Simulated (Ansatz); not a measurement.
Task: a relaxation of cell and ions of LiZn₃, space group Fm-3m, with the Python package of Ansatz (0.2.0). Give the script and its output. Level of theory: LDA, PAW, cutoff 490 eV, 6×6×6 k-points, cold smearing of 0.15 eV.

```
CELL_PARAMETERS angstrom
0.00000 3.01111 3.01111
3.01111 0.00000 3.01111
3.01111 3.01111 0.00000
ATOMIC_POSITIONS crystal
Li 0.00000 0.00000 0.00000
Zn 0.25000 0.25000 0.25000
Zn 0.75000 0.75000 0.75000
Zn 0.50000 0.50000 0.50000
```

`vcrelax_lizn3.py`
```python
# -*- coding: utf-8 -*-
import warnings

import ansatz as az
from ase import Atoms
from ase.data import atomic_numbers
from ase.neighborlist import neighbor_list
import numpy as np
import spglib

def edges_and_angles(cell):
    cell = np.asarray(cell)
    a, b, c = np.linalg.norm(cell, axis=1)
    cosines = cell[1] @ cell[2] / (b * c), cell[0] @ cell[2] / (a * c), cell[0] @ cell[1] / (a * b)
    return (a, b, c, *np.degrees(np.arccos(cosines)))


def main():
    warnings.simplefilter("ignore", az.DeckWarning)

    lattice = az.Lattice.of(
        (0.0, 3.011111, 3.011111),
        (3.011111, 0.0, 3.011111),
        (3.011111, 3.011111, 0.0),
    )
    sites = [
        ("Li", (0.0, 0.0, 0.0)),
        ("Zn", (0.25, 0.25, 0.25)),
        ("Zn", (0.75, 0.75, 0.75)),
        ("Zn", (0.5, 0.5, 0.5)),
    ]
    lizn3 = az.Crystal(lattice=lattice)
    for symbol, position in sites:
        lizn3 = lizn3.atom(symbol, position)

    calc = (
        lizn3.calculation()
        .functional(az.Functional.LDA)
        .basis(18 * az.Ha)
        .kpoints(6)
        .occupations("cold", width=0.15)
        .relax(fix_cell=["shape"], stress_tolerance=0.1)
        .density_of_states(method="smearing", broadening_width=0.2, nscf_kmesh_spacing=0.24)
        .band_table()
        .potential()
    )
    steps = []


    def collect(event):
        if event["event"] == "relax_step":
            steps.append(event["data"])


    outcome = calc.session().plan().execute(on_event=collect)
    rep = outcome.report
    print("step   energy (eV)     max comp. (eV/A)   P (GPa)  SCF")
    for s in steps:
        print(f"{s['step']:4d} {s['lagrangian_ev']:15.5f} {s['allowed_force_max_ev_ang']:12.4f} {s['pressure_gpa']:10.3f} {s['n_scf']:5d}")

    first, last = steps[0], steps[-1]
    symbols = [site.symbol for site in outcome.lattice.sites]
    print(f"energy gained {first['lagrangian_ev'] - last['lagrangian_ev']:.4f} eV in {len(steps) - 1} steps")
    for label, vectors in (("before", first["cell_ang"]), ("after", outcome.lattice.cell_ang)):
        print(label, "a b c (A) {:.4f} {:.4f} {:.4f}  angles {:.2f} {:.2f} {:.2f}".format(*edges_and_angles(vectors)), f" V = {abs(np.linalg.det(vectors)):.3f} A^3")
    print("final stress xx yy zz (GPa, compression positive):", np.round(np.diag(rep["stress_gpa"]), 3) + 0.0)

    print("relaxed fractional positions")
    for site in outcome.lattice.sites:
        print(f"  {site.symbol:2s}", " ".join(f"{v % 1:8.5f}" for v in np.round(site.position_frac, 5)))

    fractions = [site.position_frac for site in outcome.lattice.sites]
    numbers = [atomic_numbers[s] for s in symbols]
    for tolerance in (1e-3, 1e-2, 1e-1):
        print(f"space group at {tolerance} A:", spglib.get_spacegroup((outcome.lattice.cell_ang, fractions, numbers), symprec=tolerance))

    change = np.array(last["positions_ang"]) @ np.linalg.inv(last["cell_ang"]) - np.array(first["positions_ang"]) @ np.linalg.inv(first["cell_ang"])
    moved = np.linalg.norm(change @ np.array(last["cell_ang"]), axis=1)
    print("displacement within the cell, strain taken out (A):", " ".join(f"{s}:{d:.3f}" for s, d in zip(symbols, moved)))

    final = Atoms(symbols, positions=last["positions_ang"], cell=outcome.lattice.cell_ang, pbc=True)
    i, j, d = neighbor_list("ijd", final, 4.5)
    print("neighbours within 1.15 times the shortest distance of each atom (A)")
    for atom in range(len(final)):
        near = [m for m in np.argsort(d) if i[m] == atom]
        shell = [m for m in near if d[m] < 1.15 * d[near[0]]]
        print(f"{symbols[atom]}{atom} ({len(shell)}):", ", ".join(f"{symbols[j[m]]} {d[m]:.3f}" for m in shell))

    print(f"free energy      {rep['free_energy_ev']:.5f} eV")
    print(f"per atom         {rep['free_energy_ev'] / len(outcome.lattice.sites):.5f} eV")
    print(f"SCF iterations   {rep['n_iterations']}  (converged: {rep['converged']})")

    dos = outcome.density_of_states()
    energy = np.asarray(dos.energies_ev) - dos.fermi_ev
    top = min(levels[-1] for levels in rep["eigenvalues_ev"]) - dos.fermi_ev  # the computed bands end here
    for spin, channel in enumerate(dos.channels):
        g = np.asarray(channel.g_bin_mean_per_ev)
        peak = np.where(np.abs(energy) < 8, g, 0).argmax()
        print(f"channel {spin}: g(E_F) = {np.interp(0.0, energy, g):.3f} states/eV, highest peak within 8 eV {g[peak]:.2f} at {energy[peak]:.2f} eV")
    grid = np.arange(-6, min(6, top), 0.5)
    columns = [grid] + [np.interp(grid, energy, ch.g_bin_mean_per_ev) for ch in dos.channels]
    np.savetxt("dos_lizn3.dat", np.column_stack(columns), fmt="%.3f", header="E-EF (eV), states/eV by channel")

    v = outcome.potential()
    line = v.v_es_ev.mean(axis=(0, 1))
    print("planar mean of the electrostatic potential along the third grid axis (eV):")
    print(np.round(line[:: max(len(line) // 12, 1)], 3))


if __name__ == "__main__":
    main()
```

`python vcrelax_lizn3.py` gives:
```text
step   energy (eV)     max comp. (eV/A)   P (GPa)  SCF
   1     -9941.10797       0.0000     -4.658     7
   2     -9941.15698       0.0000     -1.900     7
   3     -9941.16428       0.0000      0.476     6
   4     -9941.16466       0.0000     -0.009     4
   5     -9941.16447       0.0000     -0.007     6
energy gained 0.0565 eV in 4 steps
before a b c (A) 4.2584 4.2584 4.2584  angles 60.00 60.00 60.00  V = 54.602 A^3
after a b c (A) 4.1633 4.1633 4.1633  angles 60.00 60.00 60.00  V = 51.028 A^3
final stress xx yy zz (GPa, compression positive): [-0.007 -0.007 -0.007]
relaxed fractional positions
  Li  0.00000  0.00000  0.00000
  Zn  0.25000  0.25000  0.25000
  Zn  0.75000  0.75000  0.75000
  Zn  0.50000  0.50000  0.50000
space group at 0.001 A: Fm-3m (225)
space group at 0.01 A: Fm-3m (225)
space group at 0.1 A: Fm-3m (225)
displacement within the cell, strain taken out (A): Li:0.000 Zn:0.000 Zn:0.000 Zn:0.000
neighbours within 1.15 times the shortest distance of each atom (A)
Li0 (8): Zn 2.550, Zn 2.550, Zn 2.550, Zn 2.550, Zn 2.550, Zn 2.550, Zn 2.550, Zn 2.550
Zn1 (8): Zn 2.550, Zn 2.550, Li 2.550, Li 2.550, Li 2.550, Zn 2.550, Zn 2.550, Li 2.550
Zn2 (8): Li 2.550, Zn 2.550, Zn 2.550, Zn 2.550, Li 2.550, Li 2.550, Li 2.550, Zn 2.550
Zn3 (8): Zn 2.550, Zn 2.550, Zn 2.550, Zn 2.550, Zn 2.550, Zn 2.550, Zn 2.550, Zn 2.550
free energy      -9941.16447 eV
per atom         -2485.29112 eV
SCF iterations   6  (converged: True)
channel 0: g(E_F) = 0.933 states/eV, highest peak within 8 eV 22.71 at -7.45 eV
planar mean of the electrostatic potential along the third grid axis (eV):
[6.337 5.866 5.175 4.651 3.862 2.858 2.413 2.609 2.965 2.609 2.413 2.858
 3.862 4.651 5.175 5.866]
```

`dos_lizn3.dat`, as written:
```text
# E-EF (eV), states/eV by channel
-6.000 0.660
-5.500 0.544
-5.000 1.025
-4.500 0.635
-4.000 0.529
-3.500 0.649
-3.000 0.931
-2.500 0.716
-2.000 1.370
-1.500 0.947
-1.000 0.967
-0.500 0.808
0.000 0.933
0.500 0.460
1.000 0.664
1.500 0.812
2.000 1.233
2.500 0.842
3.000 1.058
```

Reading the output:
- Absolute energies stand on the zero of these potentials, so only differences at equal settings mean something.
- Forces vanish by symmetry, so the ions can't move, and the end may be a saddle.
- The mesh is modest for a metal, so energies can be off by several to tens of meV an atom and pressures by half a GPa or more; differences at equal mesh fare better.
- Energies along a relaxation are free energies. Rows at an unchanged volume are solved on a plane-wave basis chosen afresh for that cell, so the energy jumps there and such rows are no steps of the walk.
- Edges and angles are those of the cell as typed, here a primitive one, not of the conventional cell.
- This cell is a computed structure, which may not be the phase found in nature.
- The computed bands are complete only to about 3.7 eV above the Fermi level; beyond that the density of states is undercounted.
- It ran for 8.7 s on 1 thread of Intel(R) Xeon(R) Platinum 8488C (Sapphire Rapids) (shared host), peak memory 0.47 GiB.
